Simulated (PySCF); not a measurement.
**PbI₂: singlet, from a BP86 minimum start**

Where does singlet PbI₂ go from a BP86 minimum start, is the end point a minimum, and what are its modes, charges and moments?

Computed with PySCF 2.14.0. Level: BP86, basis Pb def2-TZVP with ECP60, I def2-TZVP with ECP28, scalar-relativistic core potentials, no spin–orbit coupling, density fitting.

### 1 Where the work starts

3 atoms, charge 0, spin multiplicity 1.

Bond lengths: Pb1–I2 2.837 Å, Pb1–I3 2.837 Å. Angles: I2–Pb1–I3 103.3°.

```xyz
3
charge 0 multiplicity 1
Pb    0.9677    0.0000    0.0000
I    -0.7930    2.2251    0.0000
I    -0.7930   -2.2251    0.0000
```

### 2 First SCF at the start

The steps below are one call of a driver around PySCF. For each, scf.py gives the equivalent set-up of the SCF; relaxations use the driver's own optimiser. The state is first sought with PBE. After this first run the driver tries any further starts and a stability analysis.

scf.py

```python
from pyscf import gto, scf, dft
mol = gto.M(atom='''
Pb     0.967730     0.000000    -0.000000
I     -0.792980     2.225120     0.000000
I     -0.792980    -2.225120     0.000000''',
    basis={'Pb': 'def2-TZVP', 'I': 'def2-TZVP'},
    ecp={'Pb': 'def2-TZVP', 'I': 'def2-TZVP'},
    charge=0, spin=0)
mf = dft.RKS(mol, xc='PBE')
mf.grids.atom_grid = (50, 194)
aux = {'Pb': 'def2-universal-JKFIT', 'I': 'def2-universal-JKFIT'}
mf = mf.density_fit(auxbasis=aux)
mf.conv_tol = 1e-08
mf.diis_space = 10
mf.max_cycle = 60
mf.init_guess = 'huckel'
mf.verbose = 4
mf.kernel()
```

Run with:

```console
> OMP_NUM_THREADS=4 python axn.py task.json out
```

Log, cut to the lines that bear on the results:

```text
[... the frontier levels of the middle cycles are left out ...]
init E= -788.138423943606
  HOMO = -0.199672838270097  LUMO = -0.189582713519654  gap/eV = 0.27457
cycle= 1 E= -786.372707755  delta_E= 1.77  |g|= 2.33  |ddm|= 4.12
  HOMO = 0.0160413392758741  LUMO = 0.0185652134535642  gap/eV = 0.06868
cycle= 2 E= -743.367674094988  delta_E=   43  |g|= 11.4  |ddm|= 21.5
  HOMO = -0.171264093790879  LUMO = -0.0234498921545452  gap/eV = 4.02223
cycle= 3 E= -787.087746021899  delta_E= -43.7  |g|= 2.18  |ddm|=   20
cycle= 4 E= -788.238831177556  delta_E= -1.15  |g|= 0.728  |ddm|= 2.73
cycle= 5 E= -788.422909887818  delta_E= -0.184  |g|= 0.169  |ddm|= 1.71
cycle= 6 E= -788.426534180601  delta_E= -0.00362  |g|= 0.0911  |ddm|= 0.232
cycle= 7 E= -788.427863634768  delta_E= -0.00133  |g|= 0.0312  |ddm|= 0.101
cycle= 8 E= -788.428225170082  delta_E= -0.000362  |g|= 0.00523  |ddm|= 0.0538
cycle= 9 E= -788.428230809729  delta_E= -5.64e-06  |g|= 0.00211  |ddm|= 0.00576
cycle= 10 E= -788.428231642268  delta_E= -8.33e-07  |g|= 0.000551  |ddm|= 0.00308
cycle= 11 E= -788.428231748225  delta_E= -1.06e-07  |g|= 0.000102  |ddm|= 0.000691
cycle= 12 E= -788.428231750707  delta_E= -2.48e-09  |g|= 1.38e-05  |ddm|= 0.000146
  HOMO = -0.228311044695006  LUMO = -0.143451756600804  gap/eV = 2.30914
Extra cycle  E= -788.428231750611  delta_E= 9.64e-11  |g|= 2.22e-05  |ddm|= 3.93e-05
converged SCF energy = -788.428231750611
```

This step, with its further starts and checks, ran for 12 s (4 threads of Arm Neoverse V2, shared host).

The test of internal stability found no lower closed-shell solution.

### 3 Relaxing the singlet from the BP86 minimum start

The program finds C2v symmetry in the start, which this walk keeps. The walk stops when the largest gradient is under 0.0003 Eh/bohr and the energy has settled too.

scf.py, as its differences from that of step 2:

```diff
@@ -3 +3 @@
-Pb     0.967730     0.000000    -0.000000
+Pb     0.967730     0.000000     0.000000
@@ -9 +9 @@
-mf = dft.RKS(mol, xc='PBE')
+mf = dft.RKS(mol, xc='B88,P86')
@@ -16 +15,0 @@
-mf.init_guess = 'huckel'
```

The optimiser's trace:

| step | energy (Eh) | change (kJ/mol) | largest symmetric gradient (Eh/bohr) |
| --- | --- | --- | --- |
| 0 | -788.842507 | 0.00 | 0.00048 |
| 1 | -788.842508 | 0.00 | 0.00020 |

The walk took 7 s.

It settles in C2v symmetry, 0.0 kJ/mol below the start, after 1 steps: Pb–I 2.837 Å (×2); I–Pb–I 103.6°.

### 4 Vibrations and properties at this point

The point is checked on the finer grid, and tightened if its gradient asks for it. The Hessian and the dipole derivatives come from central differences of analytic gradients, with steps of 0.02 bohr.

scf.py, as its differences from that of step 3:

```diff
@@ -3,3 +3,3 @@
-Pb     0.967730     0.000000     0.000000
-I     -0.792980     2.225120     0.000000
-I     -0.792980    -2.225120     0.000000''',
+Pb     0.987211     0.000000     0.000000
+I     -0.801662     2.202479     0.000000
+I     -0.801662    -2.202479     0.000000''',
@@ -10 +10 @@
-mf.grids.atom_grid = (50, 194)
+mf.grids.atom_grid = (75, 302)
@@ -13 +13 @@
-mf.conv_tol = 1e-08
+mf.conv_tol = 1e-10
```

The driver hands on the density of the step before, so the log starts near convergence.

Log of the central SCF (cycles and frontier levels):

```text
init E= -788.842676343324
  HOMO = -0.23170586806955  LUMO = -0.148964458526136  gap/eV = 2.25151
cycle= 1 E= -788.842676343238  delta_E= 8.64e-11  |g|= 1.64e-05  |ddm|= 3.08e-05
  HOMO = -0.231707874543659  LUMO = -0.148961481051142  gap/eV = 2.25164
cycle= 2 E= -788.842676342548  delta_E= 6.9e-10  |g|= 4.69e-05  |ddm|= 8.72e-05
  HOMO = -0.231706378145679  LUMO = -0.148963671192231  gap/eV = 2.25154
cycle= 3 E= -788.842676343335  delta_E= -7.87e-10  |g|= 1.7e-06  |ddm|= 6.44e-05
  HOMO = -0.231706399450668  LUMO = -0.148963678910348  gap/eV = 2.25154
cycle= 4 E= -788.842676343336  delta_E= -4.55e-13  |g|= 1.68e-07  |ddm|= 1.21e-06
  HOMO = -0.231706364186699  LUMO = -0.148963698000417  gap/eV = 2.25154
Extra cycle  E= -788.842676343334  delta_E= 1.14e-12  |g|= 4.21e-07  |ddm|= 9.17e-07
converged SCF energy = -788.842676343334
```

The whole step took 51 s.

Geometry: C2v; Pb–I 2.837 Å (×2); I–Pb–I 101.8°.

Modes, for the most abundant isotopes:

```tsv
symmetry	ω (cm⁻¹)	IR (km/mol)	type
a1	47	0.3	bend
b2	154	31.3	stretch
a1	158	7.3	stretch
```

No imaginary mode, so this is a minimum.

Properties at this point:

| Quantity | Value |
| --- | --- |
| Dipole moment | 3.47 D |
| Highest occupied level | -6.31 eV |
| Lowest empty level | -4.05 eV |
| Rotational constants | 0.04608, 0.01369, 0.01056 cm⁻¹ |
| Zero-point energy | 2.1 kJ/mol |
| Principal polarisabilities | 69.5, 111.7, 172.1 bohr³ |
| Atomisation energy without zero-point energy | 601 kJ/mol |
| Principal traceless quadrupole moments about the centre of mass | -9.83, 4.02, 5.82 D Å |
| Entropy at 298.15 K and 1 bar | 355.3 J/(mol K) |
| Heat capacity Cp at 298.15 K | 57.4 J/(mol K) |
| Enthalpy at 298.15 K above 0 K | 15.45 kJ/mol |
| Rotational symmetry number | 2 |

Populations by atom (charges in e):

```tsv
atom	Mulliken	Löwdin	polar tensor	Mayer order to Pb1
Pb1	0.57	0.09	1.01	–
I2,3	-0.29	-0.05	-0.50	1.12
```

Outer orbital energies (eV). occupied: -16.93, -13.17, -7.83, -7.25, -6.96, -6.55, -6.41, -6.31; empty: -4.05, -2.52, -2.04, 1.58.

Mulliken populations on Pb1 (outside its core potential): s 3.92, p 7.38, d 10.10, f 0.03.

### 5 Stability of the closed shell

At the lowest minimum the closed shell is tested against spin polarisation, on the (50, 194) grid. It is stable.

### 6 What came out

```
                                 quantity                             value
                                  minimum                      singlet, C2v
                                 geometry  Pb–I 2.837 Å (×2); I–Pb–I 101.8°
                       wavenumbers (cm⁻¹)       47 (a1), 154 (b2), 158 (a1)
                            dipole moment                            3.47 D
     highest occupied, lowest empty level                   -6.31, -4.05 eV
               polar-tensor charge of Pb1                           +1.01 e
                        zero-point energy                        2.1 kJ/mol
                      entropy at 298.15 K                   355.3 J/(mol K)
atomisation energy (no zero-point energy)                        601 kJ/mol
```

What this shows: The BP86 minimum start keeps its C2v symmetry and ends in a minimum. The strongest infrared band lies at 154 cm⁻¹ (b2, stretch). Other starts or spin states, not run here, may lie lower. Spin–orbit coupling, left out here, can matter for elements this heavy.

The search up to here ran for 73 s (4 threads of Arm Neoverse V2, shared host).
